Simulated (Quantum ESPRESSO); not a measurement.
# Ca2Ta3C (R-3m) in Quantum ESPRESSO: real-space fields with PBEsol

Aim: the real-space fields of Ca2Ta3C with PBEsol.

All numbers are computed with Quantum ESPRESSO 7.5; they aren't measurements. Logs are shortened: lines on timing, memory, paths and dates and some standing lists are left out, and cuts for length are marked.

### Step 1. The structure

It takes space group R-3m (No. 166, trigonal). Conventional cell: a = 5.627 Å, b = 5.627 Å, c = 13.148 Å, α = 90.00°, β = 90.00°, γ = 120.00°. Around Ca (site symmetry 3m) lie 9 Ta at 3.15 to 3.28 Å and 3 C at 3.29 Å and 4 Ca at 3.36 to 3.41 Å. Ta (site symmetry 2/m) has 2 C at 2.73 Å and 4 Ta at 2.81 Å as nearest neighbours. C (site symmetry -3m) is surrounded by 6 Ta at 2.73 Å.

The cell was built by a generator and needn't be a form met in nature.

### Step 2. Real-space fields, PBEsol

File pw.in:

```
&CONTROL
  calculation = 'scf'
  prefix = 'pwscf'
  outdir = './tmp'
  pseudo_dir = './pseudo'
  tprnfor = .true.
  tstress = .true.
  disk_io = 'low'
/
&SYSTEM
  ibrav = 0
  nat = 6
  ntyp = 3
  ecutwfc = 82
  nbnd = 43
  input_dft = 'pbesol'
  occupations = 'smearing'
  smearing = 'mp'
  degauss = 0.00999582
  tot_charge = -1
/
&ELECTRONS
  conv_thr = 1.2d-09
  electron_maxstep = 120
  mixing_beta = 0.5
  diagonalization = 'rmm-davidson'
  startingwfc = 'atomic'
/
ATOMIC_SPECIES
Ca    40.0780 Ca.upf
Ta   180.9479 Ta.upf
C     12.0110 C.upf
CELL_PARAMETERS angstrom
   2.8135138900    1.6243830000    4.3828248500
  -2.8135138900    1.6243830000    4.3828248500
   0.0000000000   -3.2487660000    4.3828248500
ATOMIC_POSITIONS angstrom
Ca     0.0000000000    0.0000000000    8.2540470696
Ca     0.0000000000    0.0000000000    4.8944274804
Ta    -1.4067569450    0.8121915000    2.1914124250
Ta     1.4067569450    0.8121915000    2.1914124250
Ta     0.0000000000   -1.6243830000    2.1914124250
C      0.0000000000    0.0000000000    0.0000000000
K_POINTS automatic
6 6 6 0 0 0
```

File pp_density.in:

```
&INPUTPP
  prefix = 'pwscf'
  outdir = './tmp'
  filplot = 'density.dat'
  plot_num = 0
/
&PLOT
  nfile = 1
  filepp(1) = 'density.dat'
  iflag = 3
  output_format = 6
  fileout = 'density.cube'
/
```

File pp_potential.in:

```
&INPUTPP
  prefix = 'pwscf'
  outdir = './tmp'
  filplot = 'potential.dat'
  plot_num = 11
/
&PLOT
  nfile = 1
  filepp(1) = 'potential.dat'
  iflag = 3
  output_format = 6
  fileout = 'potential.cube'
/
```

File pp_elf.in:

```
&INPUTPP
  prefix = 'pwscf'
  outdir = './tmp'
  filplot = 'elf.dat'
  plot_num = 8
/
&PLOT
  nfile = 1
  filepp(1) = 'elf.dat'
  iflag = 3
  output_format = 6
  fileout = 'elf.cube'
/
```

File pp_potential_ks.in:

```
&INPUTPP
  prefix = 'pwscf'
  outdir = './tmp'
  filplot = 'potential_ks.dat'
  plot_num = 1
/
&PLOT
  nfile = 1
  filepp(1) = 'potential_ks.dat'
  iflag = 3
  output_format = 6
  fileout = 'potential_ks.cube'
/
```

Potentials or basis: PseudoDojo 0.5 SR PBE standard.

On the command line:

```sh
> OMP_NUM_THREADS=1 pw.x -in pw.in > pw.out
> OMP_NUM_THREADS=1 pp.x -in pp_density.in > pp_density.out
> OMP_NUM_THREADS=1 pp.x -in pp_potential.in > pp_potential.out
> OMP_NUM_THREADS=1 pp.x -in pp_elf.in > pp_elf.out
> OMP_NUM_THREADS=1 pp.x -in pp_potential_ks.in > pp_potential_ks.out
```

pw.out:

```text
This program is part of the open-source Quantum ESPRESSO suite
     for quantum simulation of materials; please cite
         "P. Giannozzi et al., J. Phys.:Condens. Matter 21 395502 (2009);
         "P. Giannozzi et al., J. Phys.:Condens. Matter 29 465901 (2017);
         "P. Giannozzi et al., J. Chem. Phys. 152 154105 (2020);
     in publications or presentations arising from this work. More details at

     IMPORTANT: XC functional enforced from input :
     Exchange-correlation= PBESOL
                           (   1   4  10   8   0   0   0)
     Any further DFT definition will be discarded
     Please, verify this is what you really want

     Message from routine setup:
     using ibrav=0 with symmetry is DISCOURAGED, use correct ibrav instead

     G-vector sticks info
     --------------------
     sticks:   dense  smooth     PW     G-vecs:    dense   smooth      PW
     Sum        2449    2449    691                81461    81461   12325

     Using Slab Decomposition

     bravais-lattice index     =            0
     lattice parameter (alat)  =      10.3096  a.u.
     unit-cell volume          =     811.0348 (a.u.)^3
     number of atoms/cell      =            6
     number of atomic types    =            3
     number of electrons       =        64.00
     number of Kohn-Sham states=           43
     kinetic-energy cutoff     =      82.0000  Ry
     charge density cutoff     =     328.0000  Ry
     scf convergence threshold =      1.2E-09
     mixing beta               =       0.5000
     number of iterations used =            8  plain     mixing
     Exchange-correlation= PBESOL
                           (   1   4  10   8   0   0   0)

     celldm(1)=  10.309601  celldm(2)=   0.000000  celldm(3)=   0.000000
     celldm(4)=   0.000000  celldm(5)=   0.000000  celldm(6)=   0.000000

     crystal axes: (cart. coord. in units of alat)
               a(1) = (   0.515711   0.297746   0.803362 )
               a(2) = (  -0.515711   0.297746   0.803362 )
               a(3) = (   0.000000  -0.595491   0.803362 )

     reciprocal axes: (cart. coord. in units 2 pi/alat)
               b(1) = (  0.969536  0.559762  0.414923 )
               b(2) = ( -0.969536  0.559762  0.414923 )
               b(3) = (  0.000000 -1.119524  0.414923 )

     PseudoPot. # 1 for Ca read from file:
     Ca.upf
     Pseudo is Norm-conserving + core correction, Zval = 10.0
     Generated using ONCVPSP code by D. R. Hamann
     Using radial grid of 1766 points,  6 beta functions with:
[... 47 lines left out ...]

     number of k points=    32  Methfessel-Paxton smearing, width (Ry)=  0.0100
                       cart. coord. in units 2pi/alat
        k(    1) = (   0.0000000   0.0000000   0.0000000), wk =   0.0092593
        k(    2) = (   0.0000000  -0.1865873   0.0691538), wk =   0.0555556
        k(    3) = (   0.0000000  -0.3731746   0.1383077), wk =   0.0555556
        k(    4) = (  -0.0000000   0.5597618  -0.2074615), wk =   0.0277778
        k(    5) = (  -0.1615893  -0.0932936   0.1383077), wk =   0.0555556
        k(    6) = (  -0.1615893  -0.2798809   0.2074615), wk =   0.1111111
[... 24 lines left out ...]
        k(   31) = (   0.8079466   0.2798809  -0.2074615), wk =   0.0555556
        k(   32) = (  -0.0000000   0.0000000  -0.6223846), wk =   0.0092593

     Dense  grid:    81461 G-vectors     FFT dimensions: (  60,  60,  60)

     Initial potential from superposition of free atoms

     starting charge      62.9873, renormalised to      64.0000
     Starting wfcs are   44 atomic wfcs

     Self-consistent Calculation

     iteration #  1     ecut=    82.00 Ry     beta= 0.50
     Davidson diagonalization with overlap
     ethr =  1.00E-02,  avg # of iterations =  6.2

     Threshold (ethr) on eigenvalues was too large:
     Diagonalizing with lowered threshold

     Davidson diagonalization with overlap
     ethr =  6.57E-04,  avg # of iterations =  5.4

     total energy              =    -554.96515872 Ry
     estimated scf accuracy    <       0.45278966 Ry
[... 19 lines left out ...]
     total energy              =    -555.09070762 Ry
     estimated scf accuracy    <       0.00812906 Ry

     iteration #  5     ecut=    82.00 Ry     beta= 0.50
     Davidson diagonalization with overlap
     c_bands:  1 eigenvalues not converged
     ethr =  1.00E-05,  avg # of iterations =  9.7

     total energy              =    -555.09245765 Ry
     estimated scf accuracy    <       0.00364786 Ry

     iteration #  6     ecut=    82.00 Ry     beta= 0.50
     RMM-DIIS diagonalization
     ethr =  5.70E-06,  avg # of iterations =  2.6
[... 53 lines left out ...]
     iteration # 14     ecut=    82.00 Ry     beta= 0.50
     RMM-DIIS diagonalization
     ethr =  4.07E-11,  avg # of iterations =  3.1

     End of self-consistent calculation

          k = 0.0000 0.0000 0.0000 ( 10211 PWs)   bands (ev):

   -54.9325 -54.8390 -54.8390 -27.5670 -27.5045 -22.1182 -21.6996 -21.6996
   -21.6241 -21.4817 -21.4817 -21.0893 -20.8728 -20.8728  -8.7862  -8.7862
    -8.7379  -8.6077  -8.6077  -8.5454   2.3178   7.2140   9.1814   9.9719
     9.9719  10.6569  10.6569  10.6833  10.7565  11.3964  11.3964  13.2581
    13.2581  13.4508  13.4508  13.9834  14.0152  15.2816  15.2816  15.6735
    16.0376  16.0377  16.3929
[... 201 lines left out ...]
   -54.9014 -54.8703 -54.8391 -27.5380 -27.5356 -21.8421 -21.6271 -21.5666
   -21.5288 -21.4932 -21.3970 -21.3862 -21.2000 -20.9576  -8.8232  -8.7903
    -8.6867  -8.6760  -8.5726  -8.5300   3.0380   7.5882   8.9266   9.1613
     9.8549  10.4082  10.5650  11.4128  11.6744  11.9740  12.3076  12.3294
    12.6383  12.7023  13.0682  13.5241  14.3211  14.8898  15.0746  15.2707
    16.0609  16.5541  16.6142

          k = 0.6464-0.0000-0.2075 ( 10154 PWs)   bands (ev):

   -54.8859 -54.8859 -54.8391 -27.5457 -27.5276 -21.6958 -21.6939 -21.5572
   -21.5243 -21.5216 -21.4910 -21.2522 -21.2520 -21.0186  -8.8263  -8.7727
    -8.7144  -8.6595  -8.5722  -8.5338   2.9053   8.0836   9.0086   9.2061
    10.1372  10.2308  11.0645  11.2313  11.6276  11.8077  11.8576  12.3145
    12.4472  12.8451  13.1433  13.9327  14.3597  14.4185  14.9675  15.1554
    15.9116  16.5317  16.5869
[... 57 lines left out ...]
   -54.9324 -54.8391 -54.8391 -27.5521 -27.5218 -22.1202 -21.6994 -21.6994
   -21.6238 -21.4798 -21.4798 -21.0889 -20.8725 -20.8725  -8.7945  -8.7945
    -8.7570  -8.5938  -8.5938  -8.5433   3.2362   6.4149   8.7801   8.7801
     9.1921   9.3369  10.7215  10.7215  11.5887  11.7930  11.8759  11.8759
    13.8992  13.8992  14.5566  14.5566  15.0648  15.0648  15.3779  15.8359
    15.8359  16.0770  17.2879

     the Fermi energy is    12.5632 ev

!    total energy              =    -555.09281450 Ry
     estimated scf accuracy    <          5.6E-10 Ry
     smearing contrib. (-TS)   =      -0.00011320 Ry
     internal energy E=F+TS    =    -555.09270130 Ry

     The total energy is F=E-TS. E is the sum of the following terms:
     one-electron contribution =    -139.33599640 Ry
     hartree contribution      =      91.19859542 Ry
     xc contribution           =    -121.75702534 Ry
     ewald contribution        =    -385.19827497 Ry

     convergence has been achieved in  14 iterations

     Forces acting on atoms (cartesian axes, Ry/au):

     atom    1 type  1   force =    -0.00000000   -0.00000000   -0.01129681
     atom    2 type  1   force =    -0.00000000   -0.00000000    0.01129681
     atom    3 type  2   force =     0.00000000   -0.00000000    0.00000000
     atom    4 type  2   force =     0.00000000   -0.00000000    0.00000000
     atom    5 type  2   force =    -0.00000000    0.00000000   -0.00000000
     atom    6 type  3   force =     0.00000000   -0.00000000   -0.00000000

     Total force =     0.015976     Total SCF correction =     0.000004

     Computing stress (Cartesian axis) and pressure

          total   stress  (Ry/bohr**3)                   (kbar)     P=      130.28
   0.00083583  -0.00000000   0.00000000          122.95       -0.00        0.00
  -0.00000000   0.00083583   0.00000000           -0.00      122.95        0.00
   0.00000000   0.00000000   0.00098515            0.00        0.00      144.92

=------------------------------------------------------------------------------=
   JOB DONE.
=------------------------------------------------------------------------------=
```

pp_potential.out:

```text
This program is part of the open-source Quantum ESPRESSO suite
     for quantum simulation of materials; please cite
         "P. Giannozzi et al., J. Phys.:Condens. Matter 21 395502 (2009);
         "P. Giannozzi et al., J. Phys.:Condens. Matter 29 465901 (2017);
         "P. Giannozzi et al., J. Chem. Phys. 152 154105 (2020);
     in publications or presentations arising from this work. More details at

     IMPORTANT: XC functional enforced from input :
     Exchange-correlation= PBESOL
                           (   1   4  10   8   0   0   0)
     Any further DFT definition will be discarded
     Please, verify this is what you really want

     G-vector sticks info
     --------------------
     sticks:   dense  smooth     PW     G-vecs:    dense   smooth      PW
     Sum        2449    2449    691                81461    81461   12325

     Using Slab Decomposition

     Calling punch_plot, plot_num =  11
     Writing data to file  potential.dat
     Reading data from file  potential.dat

     Writing data to be plotted to file potential.cube
     Plot Type: 3D                     Output format: Gaussian cube

=------------------------------------------------------------------------------=
   JOB DONE.
=------------------------------------------------------------------------------=
```

Wall time 4.9 min (1 thread of Intel Xeon Platinum 8559C (Emerald Rapids), shared host); peak memory 0.41 GiB.

Results:

```
Free energy            : -7552.4225 eV
Pressure               : 13.0 GPa
Largest force          : 0.290 eV/Å
Band gap on the k mesh : none (metal or under the smearing width)
```

Forces in eV/Å, atoms in the order of the input:
```
Ca   0.000  0.000 -0.290
Ca   0.000  0.000  0.290
Ta   0.000  0.000  0.000
Ta   0.000  0.000  0.000
Ta   0.000  0.000  0.000
C    0.000  0.000  0.000
```

Levels at points of the mesh, in eV from the Fermi level:
```csv
k point,band 28,band 29,band 30,band 31,band 32,band 33,band 34,band 35,band 36,band 37
"(0.00, 0.00, 0.00)",-1.88,-1.81,-1.17,-1.17,0.69,0.69,0.89,0.89,1.42,1.45
"(0.00, 0.00, -0.50)",-1.57,-1.47,-0.75,-0.33,-0.31,-0.12,0.38,1.18,1.41,1.41
"(0.00, -0.50, -0.50)",-1.52,-0.88,-0.67,-0.06,-0.02,0.01,0.05,0.13,1.07,1.71
"(-0.50, -0.50, -0.50)",-1.84,-0.97,-0.77,-0.69,-0.69,1.34,1.34,1.99,1.99,2.50
```

Caveat: the cell carries a net charge on a neutralising background, which shifts energy and pressure; the potentials were made for another functional, which shifts forces and pressure. Spin-orbit coupling is left out, which matters for the levels of Ta.
